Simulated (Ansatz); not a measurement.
# ClH5O2SSn: the cost of one run

Method: RKS PBE-D4/def2-SVP, in Ansatz 0.2.0.

**1. Starting point**

Bond lengths: Sn1–Cl2 2.760 Å, Sn1–O3 1.960 Å, O3–H4 1.010 Å, Sn1–H5 1.739 Å, Sn1–O6 1.959 Å, O6–H7 1.010 Å, Sn1–S8 2.740 Å, S8–H9 1.400 Å. Angles: Cl2–Sn1–O3 109.4°, Cl2–Sn1–H5 109.5°, Cl2–Sn1–O6 109.5°, Cl2–Sn1–S8 71.6°, O3–Sn1–H5 109.5°, O3–Sn1–O6 109.5°, O3–Sn1–S8 67.1°, H5–Sn1–O6 109.5°, H5–Sn1–S8 72.9°, O6–Sn1–S8 176.5°, Sn1–O3–H4 109.5°, Sn1–O6–H7 109.5°, Sn1–S8–H9 109.5°.

As a file:

```xyz
10

Sn    0.0000    0.0000    0.0000
Cl    0.0000    0.0000    2.7600
O     1.8483    0.0000   -0.6527
H     2.1646   -0.9521   -0.7693
H    -0.8195    1.4198   -0.5794
O    -0.9232   -1.5994   -0.6527
H    -1.3778   -2.0650    0.1197
S     1.4370    2.1671    0.8640
H     2.5139    1.7322    1.6457
H     0.8541    1.2880    2.1899
```

**2. Pulling towards end A**

Springs on the bonds that form and break draw the guess towards this end; the thresholds are loose.

The input, input.yaml:

```yaml
crystal:
  periodic: [false, false, false]
  atoms:
    - { symbol: Sn, position_ang: [0.0, 0.0, 0.0] }
    - { symbol: Cl, position_ang: [0.0, 0.0, 2.76] }
    - { symbol: O, position_ang: [1.8483, 0.0, -0.6527] }
    - { symbol: H, position_ang: [2.1646, -0.9521, -0.7693] }
    - { symbol: H, position_ang: [-0.8195, 1.4198, -0.5794] }
    - { symbol: O, position_ang: [-0.9232, -1.5994, -0.6527] }
    - { symbol: H, position_ang: [-1.3778, -2.065, 0.1197] }
    - { symbol: S, position_ang: [1.437, 2.1671, 0.864] }
    - { symbol: H, position_ang: [2.5139, 1.7322, 1.6457] }
    - { symbol: H, position_ang: [0.8541, 1.288, 2.1899] }
basis:
  gaussian: { orbitals: def2-SVP }
hamiltonian:
  xc: pbe
  dispersion: d4
relax:
  f_tol: 0.15
  max_steps: 25
  restrain:
    - { distance: [0, 7], at: 3.64, k: 30.0 }
    - { distance: [9, 1], at: 2.57, k: 30.0 }
    - { distance: [0, 1], at: 2.41, k: 30.0 }
    - { distance: [9, 7], at: 1.4, k: 30.0 }
```

Started as:

```bash
ansatz run input.yaml --threads 4 --pin off --max-ram 5120MiB --backend cpu --events-out ev --progress --plain --runs-dir out
```

What time and memory should one allow on 4 threads of AMD EPYC 7R13 (Zen 3), shared host?

About 11 s, with a peak of 0.19 GiB.
